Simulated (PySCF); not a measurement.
**[PbF5]−: other functionals and bases at one geometry**

One table from this session's results is given with a row withheld; the runs are named, their logs left out.

Method: several levels, as the steps say, no spin–orbit coupling; program: PySCF 2.14.0.

2 further runs of the same task are left out: 2 for a known fault of the program.

### Starting geometry

6 atoms, charge -1, spin multiplicity 1.

Bond lengths: Pb1–F2 2.088 Å, Pb1–F3 2.088 Å, Pb1–F4 2.078 Å, Pb1–F5 2.085 Å, Pb1–F6 2.085 Å. Angles: F2–Pb1–F3 172.4°, F2–Pb1–F4 93.8°, F2–Pb1–F5 88.5°, F2–Pb1–F6 88.5°, F3–Pb1–F4 93.8°, F3–Pb1–F5 88.5°, F3–Pb1–F6 88.5°, F4–Pb1–F5 113.5°, F4–Pb1–F6 113.4°, F5–Pb1–F6 133.1°.

As a file:

```xyz
6

Pb   -0.02328    0.00012    0.00000
F    -0.16195    0.00039    2.08383
F    -0.16195    0.00039   -2.08383
F     2.05428   -0.00238    0.00000
F    -0.85216    1.91284    0.00000
F    -0.85494   -1.91136    0.00000
```

Formal oxidation states: Pb +4. An earlier session relaxed this geometry at BP86, Pb def2-SVP with ECP60, F def2-SVP (singlet, point group C2v).

At BP86 on the finer grid: E = -691.956524 Eh, HOMO -3.08 eV, LUMO 0.11 eV, Mulliken charge on Pb1 +1.08 e, largest force component 0.022 eV/Å. 

Levels to run: M06-L; TPSS; PBE0; B3LYP; BP86, x2c-SVP. Hardware: 2 threads of Intel Xeon at 2.50GHz (Skylake/Cascade Lake), shared host.

Set-up of the first run:

run.py (the lines that set the calculation) reads:

```python
mol = gto.M(atom='''
Pb    -0.02328     0.00012     0.00000
F     -0.16195     0.00039     2.08383
F     -0.16195     0.00039    -2.08383
F      2.05428    -0.00238     0.00000
F     -0.85216     1.91284     0.00000
F     -0.85494    -1.91136     0.00000''',
    basis={'Pb': 'def2-SVP', 'F': 'def2-SVP'},
    ecp={'Pb': 'def2-SVP'},
    charge=-1, spin=0)
mf = dft.RKS(mol, xc='M06L')
mf.grids.atom_grid = (75, 302)
mf = mf.density_fit()  # fitting sets: Pb def2-universal-JKFIT, F def2-universal-JKFIT
mf.conv_tol = 1e-08; mf.max_cycle = 55
mf.kernel(dm0)  # dm0: the density of the relaxed state
```

The run is started by

```bash
OMP_NUM_THREADS=2 python run.py
```

Among the steps run: M06-L; TPSS; PBE0; B3LYP; BP86, x2c-SVP.

One table of the session follows, with a row left open; its other results are not shown here.

```
              level  HOMO (eV)  gap (eV)  charge on Pb1 (e)  dipole (D)  largest force component (eV/Å)
BP86 (relaxed here)      -3.08      3.18               1.08        0.30                            0.02
              M06-L          ?         ?                  ?           ?                               ?
               TPSS      -3.15      3.42               1.16        0.31                            0.16
               PBE0      -5.18      5.93               1.34        0.33                            0.68
              B3LYP      -4.82      5.41               1.28        0.32                            0.41
      BP86, x2c-SVP      -3.05      3.18               1.13        0.31                            0.29
```

**Question.** Estimate the row for M06-L.

The run gave: HOMO (eV): -3.64; gap (eV): 3.82; charge on Pb1 (e): 1.46; dipole (D): 0.33; largest force component (eV/Å): 0.24. In the column «HOMO (eV)» it lies between B3LYP (-4.82) and TPSS (-3.15).

The dipole of a charged species depends on the origin, so these sizes hold for this origin alone.

In one basis the HOMO–LUMO gap runs from 3.18 eV (BP86) to 5.93 eV (PBE0). The largest leftover force, 0.68 eV/Å with PBE0, stands at a geometry relaxed at another level. Total energies of different levels can't be compared.
